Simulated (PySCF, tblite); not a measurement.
# C₆H₁₁NOSi: geometry, infrared bands and NMR shifts

Wanted: the infrared bands and NMR shifts of C₆H₁₁NOSi (`CCCc1cnoc1[SiH3]`), by calculation.

The runs use tblite 0.8.0 and PySCF 2.14.0, with density-fitted response routines of our own; the level of theory stands in each step. All values are computed, except where a source is named. Atoms are numbered from 0 throughout.

### Step 1. The molecule as given

20 atoms, charge 0, multiplicity 1; geometry from: force field or distance geometry start.

Bonds of the start (Å): C0–C1 1.50, C1–C2 1.53, C2–C3 1.48, C3–C4 1.38, C4–N5 1.36, N5–O6 1.30, O6–C7 1.31, C7–Si8 1.86, C7–C3 1.39, C0–H9 1.13, C0–H10 1.11, C0–H11 1.11, C1–H12 1.10, C1–H13 1.12, C2–H14 1.10, C2–H15 1.14, C4–H16 1.08, Si8–H17 1.48, Si8–H18 1.45, Si8–H19 1.49.

### Step 2. Optimising the geometry with GFN2-xTB

What the job is given:

```
{"job": {"kind": "relax", "xc": "GFN2-xTB", "basis": "xTB"}, "charge": 0, "multiplicity": 1}
C     -2.134800    -0.052900    -0.629100
C     -1.127800    -1.107100    -0.291200
C     -0.377600    -0.625600     0.950000
C      0.286800     0.667400     0.682700
C     -0.040400     1.943400     1.078100
N      0.932300     2.741300     0.557300
O      1.812800     2.042300    -0.091800
C      1.468600     0.774800    -0.033100
Si     2.379000    -0.652800    -0.804300
H     -3.142800    -0.488800    -0.358200
H     -2.123300     0.231600    -1.701600
H     -1.975500     0.795100     0.064600
H     -0.438600    -1.298500    -1.121100
H     -1.596400    -2.095500    -0.044900
H      0.333900    -1.394600     1.278300
H     -1.104100    -0.506500     1.826000
H     -0.901600     2.249100     1.659900
H      1.845500    -0.963300    -2.150000
H      3.806200    -0.397100    -0.899000
H      2.092700    -1.851700     0.024500
```

On the command line:

```sh
$ OMP_NUM_THREADS=1 python probes_run.py task.json out
```

One launch serves the whole session: the jobs run in the order shown.

**Question.** This job is followed by: GFN2-xTB harmonic vibrations, gas phase; GIAO PBE0/pcSseg-1 NMR shielding, non-relativistic, gas phase. Predict these results of the whole session: strongest single infrared mode (GFN2-xTB); zero-point energy (GFN2-xTB); ¹³C shifts against TMS (PBE0/pcSseg-1); ¹H shifts against TMS (PBE0/pcSseg-1, means over atoms taken as alike); ¹⁵N shifts against NH3 (PBE0/pcSseg-1); ¹⁷O shifts against H2O (PBE0/pcSseg-1); ²⁹Si shifts against TMS (PBE0/pcSseg-1).

The runs gave:

| quantity | value |
| --- | --- |
| strongest single infrared mode (GFN2-xTB) | 788 cm⁻¹, 387 km/mol |
| zero-point energy (GFN2-xTB) | 97.1 kcal/mol |
| ¹³C shifts against TMS (PBE0/pcSseg-1) | 169.1, 155.9, 139.0, 30.0, 28.8, 14.3 ppm |
| ¹H shifts against TMS (PBE0/pcSseg-1, means over atoms taken as alike) | 8.20, 4.54, 2.70, 1.56, 0.85 ppm |
| ¹⁵N shifts against NH3 (PBE0/pcSseg-1) | 440.8 ppm |
| ¹⁷O shifts against H2O (PBE0/pcSseg-1) | 434.7 ppm |
| ²⁹Si shifts against TMS (PBE0/pcSseg-1) | -91.1 ppm |

Relaxing lowered the energy by 0.763 eV in 108 steps; the close pair that moved most is C4–N5, from 1.362 to 1.304 Å. All 54 modes are real, so the xTB geometry is a minimum. The strongest single mode, at 788 cm⁻¹, moves mainly H19 and H17. Unscaled tight-binding wavenumbers are off by several per cent, some by more. Its intensities can rank the bands wrongly. At PBE0/pcSseg-1: Shielding is most anisotropic at N5 (span 487 ppm, paramagnetic term -493 ppm). NICS(1)zz of -28 ppm above the planar ring from C3 marks a diatropic (aromatic) ring current.
